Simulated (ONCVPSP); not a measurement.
**Mercury: generating and testing an ONCV potential**

Task: generate the file, and judge it by its errors in other configurations, its logarithmic derivatives, its ghosts and its cutoff.

The numbers are computed with ONCVPSP 4.0.1 (PBE, scalar-relativistic, spin-unpolarised reference atom).

### 1 The atom and the settings

Typed settings, in words:

```
element                 : mercury (Hg, Z = 80)
type                    : optimised norm-conserving Vanderbilt (ONCV)
frozen core             : [Kr] 4d10 4f14 5s2
valence charge          : 18
reference configuration : 5p6 5d10 6s2
partial waves           : 6s: rc 2.20 bohr, ncon 4, nbas 8, qcut 3 1/bohr, 3 projectors, debl 0.7 Ha; 5p: rc 1.00 bohr, ncon 3, nbas 7, qcut 9.4 1/bohr, 2 projectors, debl 1.2 Ha; 5d: rc 2.15 bohr, ncon 4, nbas 9, qcut 6 1/bohr, 2 projectors, debl 1.5 Ha
local potential         : polynomial inside 0.70 bohr (lpopt 1, dvloc0 0 Ha)
core correction         : Teter function fitted to the true core (icmod 2), fcfact 0.6
```

The outer shells as boxes (Hund's rule for the drawing; the calculation is spin-unpolarised):

```
[Kr] core
4d [↑↓][↑↓][↑↓][↑↓][↑↓]
4f [↑↓][↑↓][↑↓][↑↓][↑↓][↑↓][↑↓]
5s [↑↓]
5p [↑↓][↑↓][↑↓]
5d [↑↓][↑↓][↑↓][↑↓][↑↓]
6s [↑↓]
```

An earlier all-electron run gives the scale for the radii.

All-electron outer shells of the reference configuration (PBE, scalar-relativistic, ld1.x):

| shell | level (eV) | outermost node (bohr) | outermost maximum (bohr) |
| --- | --- | --- | --- |
| 4f | -95.89 | – | 0.37 |
| 5p | -66.52 | 0.51 | 0.93 |
| 5d | -9.86 | 0.55 | 1.17 |
| 6s | -6.82 | 1.08 | 2.21 |
| 6p | -1.05 | 1.28 | 3.34 |

### 2 The generation run

Input file Hg.dat:

```
# ATOM AND REFERENCE CONFIGURATION
# atsym  z   nc   nv     iexc    psfile
  Hg 80.00   11    3        4      upf
#
#   n    l    f
    1    0    2.00
    2    0    2.00
    2    1    6.00
    3    0    2.00
    3    1    6.00
    3    2   10.00
    4    0    2.00
    4    1    6.00
    4    2   10.00
    4    3   14.00
    5    0    2.00
    5    1    6.00
    5    2   10.00
    6    0    2.00
#
# PSEUDOPOTENTIAL AND OPTIMIZATION
# lmax
    2
#
#   l,   rc,      ep,       ncon, nbas, qcut
    0    2.20    0.00    4    8    3.00
    1    1.00    0.00    3    7    9.40
    2    2.15    0.00    4    9    6.00
#
# LOCAL POTENTIAL
# lloc, lpopt,  rc(5),   dvloc0
    4    1    0.70    0.00
#
# VANDERBILT-KLEINMAN-BYLANDER PROJECTORs
# l, nproj, debl
    0    3    0.70
    1    2    1.20
    2    2    1.50
#
# MODEL CORE CHARGE
# icmod, fcfact, rcfact
    2    0.60    1.00
#
# LOG DERIVATIVE ANALYSIS
# epsh1, epsh2, depsh
   -4.00    5.00    0.02
#
# OUTPUT GRID
# rlmax, drl
    6.00    0.01
#
# TEST CONFIGURATIONS
# ncnf
    4
# nvcnf
#   n    l    f
    3
    5    1    6.00
    5    2   10.00
    6    0    1.00
#
    3
    5    1    6.00
    5    2   10.00
    6    0    0.00
#
    3
    5    1    6.00
    5    2    9.00
    6    0    0.00
#
    4
    5    1    6.00
    5    2   10.00
    6    0    1.00
    6    1    1.00
#
```

Launch:

```bash
$ oncvpsp.x < Hg.dat > Hg.out
```

What does the calculation give? Wanted: cutoffs for 1 and 0.1 mHa per electron, occupied waves; bound ghosts; GHOST(+) flags; largest test error; largest phase difference near zero energy, channels read; rms error of d²Exc/dn², without and with the model core; projector energies reset by the program.

**Answer**, as computed:

```
                                                quantity                                                                             value
  cutoffs for 1 and 0.1 mHa per electron, occupied waves                                                                  43 Ha and 136 Ha
                                            bound ghosts                                                   s at -110.32 eV, s at -20.41 eV
                                          GHOST(+) flags  s at 1017 eV, p at 213 eV, d at 218 eV (1 near or above the test basis's cutoff)
                            largest test error (AE − PS)                                                         -40 meV, for 5p6 5d10 6s0
largest phase difference near zero energy, channels read                                                                         0.000 rad
 rms error of d²Exc/dn², without and with the model core                                                                 4.09 and 0.63 mHa
                 projector energies reset by the program                                                               p: -2.444, 0.250 Ha
```

A bound ghost (s) makes it unfit for use: electrons can fall into a state that the atom doesn't have. By total energies transferability is fair: the largest error is 40 meV on 29.7 eV, for 5p6 5d10 6s0. It counts as hard, with 43 Ha needed at the looser tolerance. The tighter tolerance needs 136 Ha, and converged work needs a cutoff nearer that. At the looser tolerance the 5p wave is the slowest; 5d needs 16 Ha. Near zero energy the phases of the channels with partial waves agree within 0.001 rad. The pseudo curves have a pole with no partner nearby in the atom's: s at -0.75 Ha. The program also flags highly localised states, GHOST(+) (s, p, d). These are tests on the free atom; a crystal test is still owed.
